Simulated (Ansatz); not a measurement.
Working through the interaction energy of a dimer with the counterpoise correction of BBrFH, SMILES FBBr

Program: the Python package of Ansatz (0.2.0).

Run as a notebook:

```python
from dataclasses import dataclass

import ansatz as az
```

```python
@dataclass(frozen=True)
class Options:
    basis_set: str = "def2-SVP"
    functional: str = "PBE"
    vdw: str = "d3bj"


opts = Options()
```

```python
FIRST = [
    ("F", (1.2337, -0.3415, -0.8077)),
    ("B", (0.0513, -0.1447, 0.0653)),
    ("Br", (-1.213, 1.4168, -0.1659)),
    ("H", (-0.0721, -0.9305, 0.9084)),
]
SECOND = [
    ("F", (-2.3648, 2.1527, -2.4461)),
    ("B", (-2.0008, 0.874, -3.1029)),
    ("Br", (-2.6499, 0.3896, -4.9561)),
    ("H", (-1.3485, 0.1617, -2.4621)),
]

def energy(atoms, ghosts=()):
    molecule = az.Crystal.molecule()
    for symbol, xyz in atoms:
        molecule = molecule.atom(symbol, xyz)
    calc = (
        molecule.calculation()
        .basis(gaussian=opts.basis_set)  # the orbital basis, by name
        .functional(opts.functional, dispersion=opts.vdw)
    )
    deck = calc.input()
    if ghosts:
        deck = deck.set(az.key.basis.gaussian.ghost_atoms, [{"symbol": s, "position_ang": list(xyz)} for s, xyz in ghosts])
    return az.Session.from_dict(deck).plan().execute().report["free_energy_ev"]
```

```python
# ghost atoms carry the functions of the partner
both = energy(FIRST + SECOND)
alone = energy(FIRST) + energy(SECOND)
ghosted = energy(FIRST, SECOND) + energy(SECOND, FIRST)
print(f"dimer {both:.6f} eV")
print(f"interaction, uncorrected   {(both - alone):8.3f} eV")
print(f"interaction, counterpoise  {(both - ghosted):8.3f} eV")
print(f"basis-set superposition    {(alone - ghosted):8.3f} eV")
```

    dimer -146863.905859 eV
    interaction, uncorrected      0.291 eV
    interaction, counterpoise     0.355 eV
    basis-set superposition       0.064 eV

Uncorrected it is 0.291 eV, with the counterpoise correction 0.355 eV; the difference, 0.064 eV, is the superposition error. In this basis both values are repulsive.

What to keep in mind:
- These settings explore the input space; basis and method may be short of convergence.
- The dimer is a generated trial pose of unrelaxed monomers, not a minimum, so the figure is no binding energy, and the basis set is small.
- Hardware and time: 9.9 s on 1 thread of Arm Neoverse V2, on a shared host, peak memory 0.23 GiB.
